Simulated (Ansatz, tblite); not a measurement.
**Sn(GeH3)H3 (SnGeH6): removing an electron**

The task here is to estimate one member of a computed series from the others.

Computed with Ansatz 0.2.0, Gaussian basis. Level: as each input shows.

Plan: charge +1 doublet, at the geometry of the singlet (PBE0-D4/def2-TZVP, PBE-D4/def2-TZVP, r2SCAN-D4/def2-TZVP, ωB97X-V/def2-TZVP, HSE06-D4/def2-TZVP, r2SCAN0-D4/def2-TZVP, B97M-V/def2-TZVP, BHLYP-D4/def2-TZVP); the starting singlet's energies come from earlier runs.

3 further runs of the same task are left out: 1 for a known fault of the program, 2 set aside as unsound or not needed.

### The geometry

The singlet was relaxed beforehand with r2SCAN-D4/def2-TZVP.

8 atoms, charge 0, spin multiplicity 1.

Atoms are counted from 1 here; the program's logs count them from 0.

Bond lengths: Sn1–Ge2 2.592 Å, Sn1–H6 1.707 Å, Sn1–H7 1.707 Å, Sn1–H8 1.707 Å, Ge2–H3 1.534 Å, Ge2–H4 1.534 Å, Ge2–H5 1.534 Å. Angles: Ge2–Sn1–H6 110.6°, Ge2–Sn1–H7 110.5°, Ge2–Sn1–H8 110.6°, H6–Sn1–H7 108.3°, H6–Sn1–H8 108.3°, H7–Sn1–H8 108.3°, Sn1–Ge2–H3 110.8°, Sn1–Ge2–H4 110.5°, Sn1–Ge2–H5 110.7°, H3–Ge2–H4 108.2°, H3–Ge2–H5 108.3°, H4–Ge2–H5 108.2°.

Sn takes a core potential in the def2 sets. No spin-orbit coupling is included.

The first run:

Input file in.yaml:

```yaml
crystal:
  periodic: [false, false, false]
  atoms:
    - {symbol: Sn, position_ang: [-0.003740, 0.007111, -1.273839]}
    - {symbol: Ge, position_ang: [0.003949, -0.006741, 1.317639]}
    - {symbol: H, position_ang: [0.824037, 1.168303, 1.866620]}
    - {symbol: H, position_ang: [0.617257, -1.309583, 1.847368]}
    - {symbol: H, position_ang: [-1.425341, 0.107954, 1.863859]}
    - {symbol: H, position_ang: [1.591890, -0.022325, -1.878492]}
    - {symbol: H, position_ang: [-0.775137, 1.410908, -1.862713]}
    - {symbol: H, position_ang: [-0.832925, -1.355638, -1.880442]}
basis:
  gaussian: {orbitals: def2-SVP}
total_charge: 1
magnetization: {spin_polarized: true, initial_magnetization: 1}
hamiltonian: {xc: pbe0, dispersion: d4}
output: {orbitals: {seedname: orbitals}}
```

Run with:

```console
$ ansatz run in.yaml --threads 2 --pin off --events-out ev --progress --plain --max-ram 4352MiB
```

Among the steps run: Charge +1 doublet at the fixed geometry, first pass, PBE0-D4/def2-SVP; Charge +1 doublet at the fixed geometry, PBE0-D4/def2-TZVP; Charge +1 doublet at the fixed geometry, PBE-D4/def2-TZVP; Charge +1 doublet at the fixed geometry, r2SCAN-D4/def2-TZVP; Charge +1 doublet at the fixed geometry, ωB97X-V/def2-TZVP; Charge +1 doublet at the fixed geometry, HSE06-D4/def2-TZVP; Charge +1 doublet at the fixed geometry, r2SCAN0-D4/def2-TZVP; Charge +1 doublet at the fixed geometry, B97M-V/def2-TZVP; Charge +1 doublet at the fixed geometry, BHLYP-D4/def2-TZVP.

One of the session's tables, all rows but one given; the rest of the session is left out.

Beside −ε(HOMO) of the starting state:

```
               level  −ε(HOMO) (eV)  by difference (eV)  mismatch (eV)
    PBE-D4/def2-TZVP           6.92                9.80          -2.88
 r2SCAN-D4/def2-TZVP           7.18                9.87          -2.69
    B97M-V/def2-TZVP              ?                   ?              ?
   PBE0-D4/def2-TZVP           7.95                9.94          -1.99
r2SCAN0-D4/def2-TZVP           8.12                9.97          -1.85
  HSE06-D4/def2-TZVP           7.56                9.93          -2.37
  BHLYP-D4/def2-TZVP           8.86                9.99          -1.13
   ωB97X-V/def2-TZVP          10.12               10.03          +0.09
```

**Question.** Estimate the row for B97M-V/def2-TZVP.

The run gave: −ε(HOMO) (eV): 7.27; by difference (eV): 9.98; mismatch (eV): -2.72. In the column «−ε(HOMO) (eV)» it lies between r2SCAN-D4/def2-TZVP (7.18) and HSE06-D4/def2-TZVP (7.56).
